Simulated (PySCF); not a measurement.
The system is C2GaFClH, in a box.

```
C Ga F Cl H
1.0
    14.00000    0.00000    0.00000
     0.00000   12.00000    0.00000
     0.00000    0.00000   14.00000
C Ga F Cl H
2 1 1 1 1
Cartesian
  8.2992 6.9274 8.6140
  7.4182 6.6008 7.8585
  6.0518 6.1094 6.6631
  4.9483 4.8281 7.0662
  5.7107 7.0089 4.7832
  9.0777 7.2139 9.2848
```

Base run:

| Property | Result |
| --- | --- |
| Program | PySCF 2.14.0 |
| Functional | wB97X |
| Potentials or basis | pob-tzvp-rev2 (all-electron) |
| k mesh | 1 × 1 × 1 |
| Occupations | fixed |
| Spin | no spin polarisation |

Its results: gap between the frontier levels 11.83 eV.

Q: After a change of settings the same cell gave: gap between the frontier levels 5.27 eV. Which change was it?
A. functional from wB97X to HCTH407
B. functional from wB97X to MN15-L; dispersion from none to D3
C. functional from wB97X to M06; dispersion from none to D4

A: A.

Caveats: this is a molecule in a periodic box at the Γ point, so its band gap is the HOMO-LUMO gap; relativity is left out, which matters for the heavier elements; the basis of atomic orbitals isn't converged, which shifts pressures, moduli and gaps; this basis is made for solids and lacks diffuse functions, so gaps of a molecule come out too wide by an eV or more.

Not every run made on this cell is shown here.
